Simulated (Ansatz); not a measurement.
# BGeHO: the cost of one run

Program: Ansatz 0.2.0, Gaussian basis. Level of theory: cc-pVTZ, core rule «outside noble gas», up to 16 orbitals frozen. These are calculated values, not measurements.

To be run: UHF; CCSD(T) on ROHF; CCSD(T) on UHF; BCCD(T) on ROHF; CCSDT(Q) on ROHF; CCSDT(Q) on UHF.

4 further runs of the same task are left out: 4 set aside as unsound or not needed. Runs told in other sessions of the task aren't counted.

## Step 1: The geometry

The geometry is a PBE0/def2-TZVP stationary point (not a proven minimum) of the parent state, kept for this charge and spin. No spin-orbit coupling is included. The filled d shell of Ge may be among the frozen orbitals whatever the setting's name suggests.

4 atoms, charge 1, spin multiplicity 2.

Atoms are counted from 1 here; the program's logs count them from 0.

Bond lengths: B1–Ge2 2.020 Å, Ge2–O3 1.643 Å, Ge2–H4 1.543 Å. Angles: B1–Ge2–O3 123.0°, B1–Ge2–H4 111.0°, O3–Ge2–H4 126.0°.

## Step 2: UHF

in.yaml

```yaml
crystal:
  periodic: [false, false, false]
  atoms:
    - {symbol: B, position_ang: [0.000000, -0.774100, 1.802429]}
    - {symbol: Ge, position_ang: [0.000000, 0.212658, 0.039677]}
    - {symbol: O, position_ang: [0.000000, -0.552059, -1.414527]}
    - {symbol: H, position_ang: [0.000000, 1.740121, 0.261323]}
basis:
  gaussian: {orbitals: cc-pVTZ}
total_charge: 1
magnetization: {spin_polarized: true, initial_magnetization: 1}
hamiltonian: {xc: hf}
output: {orbitals: {seedname: orbitals}}
```

The run is started by

```sh
> ansatz run in.yaml --threads 1 --pin off --events-out ev --progress --plain --max-ram 4096MiB --backend cpu
```

What time and memory should one allow on 1 thread of AMD EPYC 7R13, shared host?

About 33 s, with a peak of 0.4 GiB.
